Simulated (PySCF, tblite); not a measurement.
# C2H12NOSi3 radical: geometry, infrared bands and EPR parameters

What infrared bands and EPR parameters should C2H12NOSi3 radical (`[CH2]N(C)[Si@H]([SiH3])O[SiH3]`) show?

Programs: tblite 0.8.0 and PySCF 2.14.0, with density-fitted response routines of our own. Each step states its level of theory. These are calculated values for one molecule in the gas phase, unless marked as measured. Atoms are numbered from 0 throughout.

### 1 The starting structure

19 atoms, charge 0, multiplicity 2; geometry from: force field or distance geometry start.

Bonds of the start (Å): C0–N1 1.42, N1–C2 1.40, N1–Si3 1.74, Si3–Si4 2.23, Si3–O5 1.72, O5–Si6 1.71, C0–H7 1.12, C0–H8 1.11, C2–H9 1.13, C2–H10 1.13, C2–H11 1.10, Si3–H12 1.48, Si4–H13 1.46, Si4–H14 1.47, Si4–H15 1.47, Si6–H16 1.48, Si6–H17 1.48, Si6–H18 1.47.

### 2 Geometry optimisation with GFN2-xTB

The job: settings as JSON, then the geometry in Å.

```
{"job": {"kind": "relax", "xc": "GFN2-xTB", "basis": "xTB"}, "charge": 0, "multiplicity": 2}
C     -1.308500    -1.973900    -0.159200
N     -1.209000    -0.555200    -0.177700
C     -2.386600     0.192300    -0.027900
Si     0.304100     0.168800     0.275300
Si     0.126600     2.389100     0.323000
O      1.469400    -0.257600    -0.918200
Si     2.854000    -1.004300    -0.254600
H     -2.208300    -2.235800    -0.767200
H     -0.430700    -2.504700    -0.594100
H     -2.911600    -0.065700     0.933100
H     -3.104100    -0.153300    -0.830700
H     -2.221800     1.276500    -0.110200
H      0.859900    -0.251400     1.576300
H     -0.128900     2.867400     1.674900
H     -0.908900     2.838700    -0.620800
H      1.428500     2.934800    -0.102800
H      3.902000    -0.002000     0.044000
H      2.478600    -1.715200     0.988700
H      3.385600    -1.939200    -1.259400
```

On the command line:

```bash
$ OMP_NUM_THREADS=1 python probes_run.py task.json out
```

One launch serves the whole session: the jobs run in the order shown.

Log:

```text
step      E/eV     max force
  0    -614.73491    2.664
  1    -615.08401    1.815
  2    -615.26578    0.814
  3    -615.35201    0.871
  4    -615.44742    0.505
  5    -615.48326    0.585
  6    -615.54085    0.623
  7    -615.57896    0.492
  8    -615.60823    0.405
  9    -615.63071    0.416
 10    -615.65338    0.437
 11    -615.67817    0.487
 12    -615.69898    0.461
 13    -615.71178    0.247
 14    -615.71969    0.163
 15    -615.72768    0.219
 16    -615.73646    0.305
 17    -615.74510    0.269
 18    -615.75364    0.209
 19    -615.76156    0.244
 20    -615.76855    0.241
 21    -615.77541    0.269
 22    -615.78245    0.210
 23    -615.78893    0.165
 24    -615.79410    0.141
 25    -615.79820    0.157
 26    -615.80200    0.169
 27    -615.80596    0.199
 28    -615.81007    0.210
 29    -615.81412    0.193
 30    -615.81787    0.147
 31    -615.82108    0.140
 32    -615.82382    0.140
 33    -615.82632    0.105
 34    -615.82867    0.124
 35    -615.83103    0.174
 36    -615.83350    0.175
 37    -615.83605    0.143
 38    -615.83832    0.094
 39    -615.83919    0.077
 40    -615.84049    0.101
 41    -615.84189    0.121
 42    -615.84351    0.105
 43    -615.84456    0.072
 44    -615.84517    0.058
 45    -615.84567    0.060
 46    -615.84639    0.079
 47    -615.84733    0.077
 48    -615.84828    0.085
 49    -615.84902    0.094
 50    -615.84968    0.084
 51    -615.85046    0.078
 52    -615.85125    0.069
 53    -615.85190    0.055
 54    -615.85232    0.051
 55    -615.85273    0.053
 56    -615.85328    0.065
 57    -615.85408    0.067
 58    -615.85491    0.079
 59    -615.85574    0.088
 60    -615.85627    0.106
 61    -615.85737    0.095
 62    -615.85839    0.074
 63    -615.85960    0.088
 64    -615.86022    0.072
 65    -615.86089    0.074
 66    -615.86187    0.088
 67    -615.86255    0.066
 68    -615.86322    0.103
 69    -615.86401    0.066
 70    -615.86451    0.084
 71    -615.86518    0.092
 72    -615.86607    0.067
 73    -615.86681    0.061
 74    -615.86728    0.045
 75    -615.86751    0.037
 76    -615.86769    0.032
 77    -615.86787    0.032
 78    -615.86804    0.031
 79    -615.86825    0.033
 80    -615.86850    0.036
 81    -615.86876    0.028
 82    -615.86895    0.028
 83    -615.86909    0.024
 84    -615.86922    0.030
 85    -615.86936    0.030
 86    -615.86956    0.033
 87    -615.86983    0.038
 88    -615.87016    0.050
 89    -615.87054    0.052
 90    -615.87088    0.042
 91    -615.87115    0.040
 92    -615.87137    0.037
 93    -615.87153    0.036
 94    -615.87169    0.024
 95    -615.87186    0.024
 96    -615.87197    0.030
 97    -615.87212    0.028
 98    -615.87222    0.018
 99    -615.87229    0.019
100    -615.87235    0.021
101    -615.87242    0.019
102    -615.87250    0.018
103    -615.87260    0.019
104    -615.87270    0.015
105    -615.87277    0.017
106    -615.87282    0.017
107    -615.87286    0.017
108    -615.87291    0.017
109    -615.87301    0.027
110    -615.87319    0.036
111    -615.87347    0.047
112    -615.87384    0.047
113    -615.87423    0.042
114    -615.87456    0.042
115    -615.87481    0.044
116    -615.87513    0.050
117    -615.87573    0.063
118    -615.87662    0.067
119    -615.87768    0.072
120    -615.87880    0.071
121    -615.87953    0.064
122    -615.88005    0.051
123    -615.88054    0.065
124    -615.87951    0.162
125    -615.88141    0.063
126    -615.88178    0.050
127    -615.88258    0.053
128    -615.88283    0.040
129    -615.88314    0.036
130    -615.88374    0.050
131    -615.88404    0.060
132    -615.88432    0.039
133    -615.88464    0.029
134    -615.88477    0.032
135    -615.88488    0.036
136    -615.88502    0.038
137    -615.88516    0.033
138    -615.88531    0.033
139    -615.88549    0.028
140    -615.88564    0.025
141    -615.88576    0.028
142    -615.88586    0.025
143    -615.88597    0.022
144    -615.88609    0.019
145    -615.88618    0.017
146    -615.88627    0.023
147    -615.88635    0.023
148    -615.88643    0.025
149    -615.88653    0.026
150    -615.88664    0.027
151    -615.88673    0.020
152    -615.88680    0.018
153    -615.88687    0.025
154    -615.88694    0.034
155    -615.88701    0.031
156    -615.88707    0.018
157    -615.88712    0.017
158    -615.88717    0.022
159    -615.88722    0.026
160    -615.88727    0.017
161    -615.88731    0.012
162    -615.88734    0.015
163    -615.88737    0.014
164    -615.88741    0.013
165    -615.88744    0.010
166    -615.88747    0.012
167    -615.88750    0.014
168    -615.88753    0.012
169    -615.88754    0.009
```

It took 1.6 s on 1 thread of Arm Neoverse V1, shared host.

Step by step: (not every step is listed)

| step | energy from step 0 (eV) | largest force (eV/Å) |
| --- | --- | --- |
| 0 | 0.0000 | 2.6643 |
| 1 | -0.3491 | 1.8155 |
| 2 | -0.5309 | 0.8144 |
| 3 | -0.6171 | 0.8713 |
| 4 | -0.7125 | 0.5048 |
| 5 | -0.7483 | 0.5851 |
| 6 | -0.8059 | 0.6229 |
| 7 | -0.8441 | 0.4920 |
| 8 | -0.8733 | 0.4046 |
| 23 | -1.0540 | 0.1646 |
| 38 | -1.1034 | 0.0945 |
| 53 | -1.1170 | 0.0546 |
| 68 | -1.1283 | 0.1028 |
| 83 | -1.1342 | 0.0241 |
| 98 | -1.1373 | 0.0176 |
| 113 | -1.1393 | 0.0419 |
| 128 | -1.1479 | 0.0397 |
| 143 | -1.1511 | 0.0222 |
| 158 | -1.1523 | 0.0222 |
| 164 | -1.1525 | 0.0132 |
| 165 | -1.1525 | 0.0103 |
| 166 | -1.1526 | 0.0116 |
| 167 | -1.1526 | 0.0140 |
| 168 | -1.1526 | 0.0117 |
| 169 | -1.1526 | 0.0093 |

Close pairs (by a distance rule), those that changed most:

| bond | before (Å) | after (Å) | change (Å) |
| --- | --- | --- | --- |
| Si3–O5 | 1.722 | 1.627 | -0.095 |
| O5–Si6 | 1.707 | 1.617 | -0.090 |
| Si3–Si4 | 2.228 | 2.292 | +0.064 |
| C0–N1 | 1.422 | 1.370 | -0.052 |
| C0–H7 | 1.117 | 1.072 | -0.045 |
| C0–H8 | 1.114 | 1.069 | -0.045 |
| N1–C2 | 1.403 | 1.442 | +0.039 |
| C2–H10 | 1.131 | 1.093 | -0.038 |

The end geometry stands in the next job.

### 3 Harmonic vibrations with GFN2-xTB

The job: settings as JSON, then the geometry in Å.

```
{"job": {"kind": "ir", "xc": "GFN2-xTB", "basis": "xTB"}, "charge": 0, "multiplicity": 2}
C     -1.032908    -1.900928    -0.115172
N     -1.072108    -0.545649     0.080048
C     -2.339039     0.080076    -0.205742
Si     0.230145     0.305000     0.867707
Si     0.167269     2.537446     0.353433
O      1.636327    -0.298392     0.315477
Si     2.691342    -1.167505    -0.548531
H     -1.820412    -2.368284    -0.671950
H     -0.101239    -2.402610     0.038951
H     -3.108471    -0.259240     0.494774
H     -2.667450    -0.172498    -1.217309
H     -2.249382     1.161665    -0.123970
H      0.288075    -0.098770     2.287391
H     -0.862302     3.233604     1.139191
H     -0.136245     2.859095    -1.049401
H      1.432224     3.210625     0.659313
H      3.900607    -0.348269    -0.576788
H      2.892519    -2.435617     0.152150
H      2.141245    -1.380501    -1.887033
```

Log:

```text
mode    cm-1     km/mol
  1      27.4      1.29
  2      37.7      0.84
  3      48.8      0.52
  4      65.2      0.15
  5      92.3      0.23
  6     110.6      0.20
  7     121.4      1.23
  8     158.0      6.37
  9     195.5      8.69
 10     223.8     31.26
 11     294.6      7.00
 12     296.5     12.08
 13     367.8     43.57
 14     380.2     19.34
 15     450.3     27.27
 16     455.7     44.96
 17     481.9      2.82
 18     575.0     11.70
 19     599.6     42.99
 20     614.7     59.58
 21     637.2    174.55
 22     696.0    298.28
 23     720.8    264.12
 24     774.8    195.50
 25     784.4    156.32
 26     801.8    513.83
 27     813.0    201.67
 28     819.8    280.27
 29     826.6    177.46
 30     998.4     17.62
 31    1058.3     47.82
 32    1085.5    490.98
 33    1094.7     65.26
 34    1256.1     48.26
 35    1330.1      1.07
 36    1408.7      0.63
 37    1426.0      2.67
 38    1472.8      1.13
 39    1495.6      3.26
 40    2096.8    252.80
 41    2190.4    397.49
 42    2196.9    285.51
 43    2241.8    153.82
 44    2245.3    462.00
 45    2256.3    391.88
 46    2277.0    149.27
 47    2927.7     37.31
 48    2960.7     41.31
 49    3018.1     26.63
 50    3135.1     24.26
 51    3192.4     48.02
```

Wall time 0.94 s (1 thread of Arm Neoverse V1, shared host).

The strongest bands and the atoms that carry them (share of the mass-weighted mode):

| cm⁻¹ | km/mol | atoms |
| --- | --- | --- |
| 696 | 298.3 | Si3 33 %, H12 26 % |
| 802 | 513.8 | H14 30 %, H15 25 %, H13 16 % |
| 820 | 280.3 | H14 38 %, H15 36 %, H13 13 % |
| 1086 | 491.0 | O5 67 % |
| 2190 | 397.5 | H14 81 %, H13 14 % |
| 2197 | 285.5 | H13 83 %, H14 14 % |
| 2245 | 462.0 | H18 47 %, H17 46 % |
| 2256 | 391.9 | H17 38 %, H18 32 %, H16 23 % |

### 4 g tensor and hyperfine couplings: B3LYP/pcH-1

The job, as its differences from that of step 3:

```diff
@@ -1,2 +1,2 @@
-{"job": {"kind": "ir", "xc": "GFN2-xTB", "basis": "xTB"}, "charge": 0, "multiplicity": 2}
+{"job": {"kind": "epr", "basis": "pcH-1"}, "charge": 0, "multiplicity": 2}
 C     -1.032908    -1.900928    -0.115172
```

Level: UKS B3LYP, pcH-1 on C H N O Si, non-relativistic, mean-field spin-orbit, GIAO.

Log:

```text
UKS, coarse grid
  cycle   1  E = -1081.82536754  |g| = 6.49e-01
  cycle   2  E = -1081.49477002  |g| = 1.13e+00
  cycle   3  E = -1081.96302532  |g| = 1.11e-01
  cycle   4  E = -1081.96682381  |g| = 5.39e-02
  cycle   5  E = -1081.96812178  |g| = 1.41e-02
  cycle   6  E = -1081.96820137  |g| = 6.29e-03
  cycle   7  E = -1081.96821786  |g| = 1.44e-03
  cycle   8  E = -1081.96821987  |g| = 7.21e-04
UKS, final grid
  cycle   1  E = -1081.96825512  |g| = 8.84e-04
  cycle   2  E = -1081.96825464  |g| = 1.42e-03
  cycle   3  E = -1081.96825549  |g| = 1.20e-04
  cycle   4  E = -1081.96825550  |g| = 5.52e-05
  cycle   5  E = -1081.96825550  |g| = 2.45e-05
E = -1081.96825550 Eh   <S^2> = 0.7533 (exact 0.7500)
g shifts (ppm)      1          2          3
  rmc          -155       -155       -155
  gc              1         37         32
  oz_so          10        541       1328
  total        -143        423       1205
hyperfine (MHz)  atom isotope    a_iso     a_fc   dipolar eigenvalues
    0   13C      81.57      81.64    -65.93    -65.31    131.24
    1   14N       4.26       4.29    -10.89    -10.19     21.08
    2   13C      -8.41      -8.41     -1.62     -0.64      2.26
    3  29Si       5.09       5.05     -5.25      2.18      3.07
    4  29Si       3.58       3.59     -0.34     -0.16      0.49
    5   17O      -5.29      -5.28     -0.95      0.29      0.66
    6  29Si      -1.49      -1.49     -0.42      0.19      0.23
    7    1H     -48.46     -48.48    -32.41      1.26     31.15
    8    1H     -47.07     -47.09    -32.16      0.64     31.52
    9    1H      23.37      23.36     -3.75     -2.73      6.48
   10    1H      21.50      21.50     -3.44     -2.94      6.38
   11    1H      -1.22      -1.22     -3.04     -2.44      5.49
   12    1H      20.18      20.18     -2.23     -1.93      4.16
   13    1H       3.67       3.67     -0.74     -0.68      1.42
   14    1H       2.50       2.50     -0.89     -0.80      1.70
   15    1H      -0.61      -0.61     -0.55     -0.48      1.03
   16    1H       1.68       1.68     -0.54     -0.52      1.06
   17    1H      -0.14      -0.14     -1.01     -0.98      1.99
   18    1H       1.14       1.14     -1.49     -1.27      2.76
```

Wall time 2.7 min (1 thread of Arm Neoverse V1, shared host); peak memory 1.2 GiB.

Principal g values 2.00218, 2.00274, 2.00352; g(iso) = 2.00281, against 2.00232 for a free electron.

Mean a(iso) over the nuclei that a row names, and the largest dipolar term of the row (other rows stand at the frozen geometry):

| nuclei | isotope | a(iso) (MHz) | a(iso) (G, at g = 2.0023) | largest dipolar term (MHz) |
| --- | --- | --- | --- | --- |
| C0 | 13C | 81.6 | 29.1 | 131.2 |
| H7, H8 | 1H | -47.8 | -17.0 | -32.4 |
| H12 | 1H | 20.2 | 7.2 | 4.2 |
| H9, H10, H11 | 1H | 14.6 | 5.2 | 6.5 |
| C2 | 13C | -8.4 | -3.0 | 2.3 |
| O5 | 17O | -5.3 | -1.9 | -0.9 |
| Si3 | 29Si | 5.1 | 1.8 | -5.3 |
| N1 | 14N | 4.3 | 1.5 | 21.1 |
| Si4 | 29Si | 3.6 | 1.3 | 0.5 |
| H13, H14, H15 | 1H | 1.9 | 0.7 | 1.7 |
| Si6 | 29Si | -1.5 | -0.5 | -0.4 |
| H16, H17, H18 | 1H | 0.9 | 0.3 | 2.8 |

Mulliken spin populations:

C0 0.86; N1 0.13; C2 -0.02; Si3 0.04; Si4 -0.01; O5 0.00; Si6 0.00; H7 -0.04; H8 -0.04; H9 0.02; H10 0.02; H11 0.00; H12 0.02; H13 0.00; H14 0.00; H15 0.00; H16 0.00; H17 0.00; H18 0.00

In first order the couplings over 0.8 MHz of 1H, 14N give 1152 distinct lines over 62.8 G, if the averaged nuclei exchange fast; the same motion can average rows kept apart here too.

The fields below are evaluated on a grid from the run's orbitals.

ELF in a plane through or near 8 of the atoms.

Ten even steps from ' ' (0.00) to '@' (1.00):
```
                                                        
                                                        
                        --%%%%**::                      
                      ==@@@@@@@@**..                    
                      **@@@@@@@@##::==****--            
        ::++++::      ..**@@@@::  ::%%@@@@##..          
      %%@@@@@@%%          --..##**..%%@@@@**..          
    ..@@@@@@@@@@..::==::  ==%%--....====::              
      ++%%@@@@==::##%%##==::##%%**..  ..                
        ::==..%%--##%%%%**..::--    ##@@@@##            
      ::##@@==..  ==++==..--%%##++==%%@@%%--            
      **@@@@@@##::        --##--##**++++==..            
      --##%%##--    ==%%##++##**--==**%%%%++..          
        ..::..    ::%%@@@@==::++..  ::****--            
                    ====--**@@@@%%                      
                          ++@@@@@@..                    
                            --==..                      
                                                        
                                                        
                                                        
```
The map spans 12.5 Å across and 12.3 Å up, centred on the molecule. Atoms in the plane (x, y in Å): C0 (0.0, -2.2), N1 (0.7, -1.0), C2 (2.1, -1.0), Si4 (1.0, 2.3), Si6 (-3.0, 0.1), H7 (0.5, -3.0), H11 (2.5, 0.0), H15 (0.2, 3.6).

On the surface of density 0.002 e/bohr³ the electrostatic potential runs, from the 1st to the 99th percentile, from -0.72 V near C0 to 1.25 V near H17.

The spin density lies nearest to C0 51 %; N1 18 %; H7, H8 about 10 % each.

### 5 Results

| quantity | value |
| --- | --- |
| strongest single infrared mode (GFN2-xTB) | 802 cm⁻¹, 514 km/mol |
| zero-point energy (GFN2-xTB) | 79.8 kcal/mol |
| g(iso) (B3LYP) | 2.00281 |
| ⟨S²⟩ | 0.753 (exact 0.75) |
| largest a(iso) (averaged by class) | 13C on C0, 81.6 MHz |
| potential on the surface of density 0.002 e/bohr³, 1st and 99th percentile | -0.72 V and 1.25 V |

Over 169 steps the energy fell by 1.153 eV; of the close pairs, Si3–O5 changed most, 1.722 to 1.627 Å. All 51 modes are real, so the xTB geometry is a minimum. The strongest single mode, at 802 cm⁻¹, is carried by H14, H15, H13. GFN2-xTB is a fitted tight-binding method: band positions and strengths are rough. Its intensities can rank the bands wrongly. C0 carries the largest spin population, 0.86 e. The isotropic g lies 0.5 ppt above the free-electron value. These values are for one conformer; the search (at its own cheap level) found 2 more, at 0.14, 0.15 kcal/mol, and measured spectra average over such forms.
